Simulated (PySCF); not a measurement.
ClGaBrH, in a box:

```xyz
4
Lattice="13.0000 0.0000 0.0000 0.0000 13.0000 0.0000 0.0000 0.0000 11.0000" Properties=species:S:1:pos:R:3 pbc="T T T"
Cl    4.9732    6.4902    4.8172
Ga    7.0324    6.7526    5.2931
Br    8.0528    4.9627    6.2508
H     7.7717    8.0793    5.0008
```

Base run:

* Program: PySCF 2.14.0
* Functional: PBE0
* Dispersion: D4
* Potentials or basis: def2-svp (all-electron)
* k mesh: 1 × 1 × 1
* Occupations: fixed
* Spin: no spin polarisation

Its results: gap between the frontier levels 6.84 eV.

Q: The run is repeated on the same cell with these changes: functional from PBE0 to M06. What comes out?

A: Gap between the frontier levels 6.63 eV.

Caveats: this is a molecule in a periodic box at the Γ point, so its band gap is the HOMO-LUMO gap; relativity is left out, which matters for the heavier elements; the basis of atomic orbitals isn't converged, which shifts pressures, moduli and gaps.

